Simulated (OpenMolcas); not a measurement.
**Ni⁵⁺: CASSCF and CASPT2 terms and fine-structure levels**

Wanted: the level scheme of Ni⁵⁺ from active-space wave functions, then second-order correlation under several settings.

Program: OpenMolcas 26.06. Level of theory: state-averaged CASSCF and CASPT2, spin-orbit coupling by RASSI with atomic mean-field integrals. These are calculated values, not measurements, unless marked.

## 1. What is computed

```
Species                           : Ni⁵⁺ (nickel, Z = 28, 23 electrons)
Basis                             : ANO-R3 [7s5p5d3f2g1h], 97 functions
Scalar Hamiltonian                : X2C, finite nucleus
Inactive shells                   : 1s 2s 2p 3s 3p
Active space                      : 5 electrons in 5 orbitals (3d)
Some configurations of this space : 3d5
Orbitals                          : optimised for each spin and parity, averaged over all roots
```

The outer shells:

3d5
```
3d [↑ ][↑ ][↑ ][↑ ][↑ ]
```

The work runs as a chain of OpenMolcas steps in one folder; each step below is one input file. Labels, J, g values, rates, χT and fits are worked out afterwards by a script from the matrices that RASSI stores.

## 2. GATEWAY and SEWARD: basis and integrals

Input file a.inp:

```
&GATEWAY
Coord
1

Ni 0.0 0.0 0.0
Basis=ANO-R3
Group=XYZ
NoMove
AngMom=0.0 0.0 0.0
AMFI
&SEWARD
```

## 3. CASSCF: sextets of even parity, 1 root

Input file a.inp:

```
&RASSCF
FileOrb=start.orb
Symmetry=1
Spin=6
nActEl=5 0 0
Inactive=3 6
Ras2=5 0
CIRoot=1 1 1
SDav=1
CIMx=300
Iter=120 100
PrWF=0.3
OrbListing=Nothing
MaxOrb=0
Atom
>>> COPY $Project.JobIph JOB001
```

start.orb holds the contracted functions of the basis, ordered by shell, or the orbitals of the step before.

## 4. CASSCF: quartets of even parity, 24 roots

Input file a.inp:

```
&RASSCF
FileOrb=start.orb
Symmetry=1
Spin=4
nActEl=5 0 0
Inactive=3 6
Ras2=5 0
CIRoot=24 24 1
SDav=24
CIMx=300
Iter=120 100
PrWF=0.3
OrbListing=Nothing
MaxOrb=0
Atom
>>> COPY $Project.JobIph JOB002
```

## 5. CASSCF: doublets of even parity, 75 roots

Input file a.inp:

```
&RASSCF
FileOrb=start.orb
Symmetry=1
Spin=2
nActEl=5 0 0
Inactive=3 6
Ras2=5 0
CIRoot=75 75 1
SDav=75
CIMx=300
Iter=120 100
PrWF=0.3
OrbListing=Nothing
MaxOrb=0
Atom
>>> COPY $Project.JobIph JOB003
```

## 6. State interaction with spin-orbit coupling

Input file a.inp:

```
&RASSI
NrOfJobIphs=3 1 24 75
1
1 2 3 4 5 6 7 8 9 10 11 12 13 14 15 16 17 18 19 20 21 22 23 24
1 2 3 4 5 6 7 8 9 10 11 12 13 14 15 16 17 18 19 20 21 22 23 24 25 26 27
28 29 30 31 32 33 34 35 36 37 38 39 40 41 42 43 44 45 46 47 48 49 50 51
52 53 54 55 56 57 58 59 60 61 62 63 64 65 66 67 68 69 70 71 72 73 74 75
IphNames
JOB001
JOB002
JOB003
EJob
SpinOrbit
DIPRint=1.0
SOCoupling=1000.0
Subsets=2
MEES
Property=10
'ANGMOM' 1 'ANGMOM' 2 'ANGMOM' 3 'MLTPL  1' 1 'MLTPL  1' 2 'MLTPL  1' 3
'AMFI' 1 'AMFI' 2 'AMFI' 3 'MLTPL  2' 6
SOProperty=3
'ANGMOM' 1 'ANGMOM' 2 'ANGMOM' 3
```

## 7. CASPT2: IPEA 0.25, imaginary shift 0.1 (closed shells correlated: 3s 3p)

Input file a.inp:

```
>>> COPY JOB001 $Project.JobIph
&CASPT2
Multistate=1 1
Frozen=2 3
IPEA=0.25
Imaginary=0.1
MaxIter=60
WThr=0.0 0.3 0.05
PrWF=0.5
NoMix
>>> COPY JOB002 $Project.JobIph
&CASPT2
Multistate=24 1 2 3 4 5 6 7 8 9 10 11 12 13 14 15 16 17 18 19 20 21 22
23 24
Frozen=2 3
IPEA=0.25
Imaginary=0.1
MaxIter=60
WThr=0.0 0.3 0.05
PrWF=0.5
NoMix
>>> COPY JOB003 $Project.JobIph
&CASPT2
Multistate=75 1 2 3 4 5 6 7 8 9 10 11 12 13 14 15 16 17 18 19 20 21 22
23 24 25 26 27 28 29 30 31 32 33 34 35 36 37 38 39 40 41 42 43 44 45 46
47 48 49 50 51 52 53 54 55 56 57 58 59 60 61 62 63 64 65 66 67 68 69 70
71 72 73 74 75
NoMult
Frozen=2 3
IPEA=0.25
Imaginary=0.1
MaxIter=60
WThr=0.0 0.3 0.05
PrWF=0.5
NoMix
```

## 8. CASPT2: IPEA 0.25, imaginary shift 0.1 (closed shells correlated: 2s 2p 3s 3p)

Changes to a.inp since step 7:

```diff
@@ -3,3 +3,3 @@
 Multistate=1 1
-Frozen=2 3
+Frozen=1 0
 IPEA=0.25
@@ -14,3 +14,3 @@
 23 24
-Frozen=2 3
+Frozen=1 0
 IPEA=0.25
@@ -28,3 +28,3 @@
 NoMult
-Frozen=2 3
+Frozen=1 0
 IPEA=0.25
```

(Steps that only read results are left out.)

**Question.** What will these runs give? Wanted: lowest level; first excited level; spin-orbit lowering of the lowest level; strongest of the lines computed, by gA.

As calculated:

| quantity | value |
| --- | --- |
| method | SS-CASPT2, IPEA 0.25, imaginary shift 0.1 (closed shells correlated: 3s 3p) |
| lowest level | 3d5 6S 5/2, 100 % of that term, g = 2.002 |
| ground level listed by NIST | 6S5/2 |
| first excited level | 3d5 4G 5/2 at 42840 cm-1 |
| spin-orbit lowering of the lowest level | 84.6 cm-1 |
| strongest of the lines computed, by gA (one parity, so forbidden lines), at CASSCF energies | 3d5 2D 5/2(3) → 3d5 2F 7/2(1), 118.1 nm, A = 4.08e+01 s⁻¹ |

Cost and accuracy by method:

```tsv
method	time of its own steps	time with the reference	mean absolute difference from the measured levels (cm-1)
A. CASSCF	23 s	23 s	12000
B. SS-CASPT2, IPEA 0.25, imaginary shift 0.1, +3s 3p	27 s	50 s	1900
C. SS-CASPT2, IPEA 0.25, imaginary shift 0.1, +2s 2p 3s 3p	37 s	59 s	1900
```

Times are of one thread on a shared host.

In words: Second-order correlation (method B) scales the levels of the lowest configuration above 5000 cm⁻¹ by 0.87 to 0.93. Method C lies closest to the measured levels (1900 cm⁻¹ on average, level with B) and A farthest (12000). Only the configurations of the active space and the roots asked for are present. Measured levels are paired by their LS label, which is uncertain where the leading share is low. CASPT2 does not keep the components of a term degenerate, and the means are used. Levels of other configurations are missing from the list.
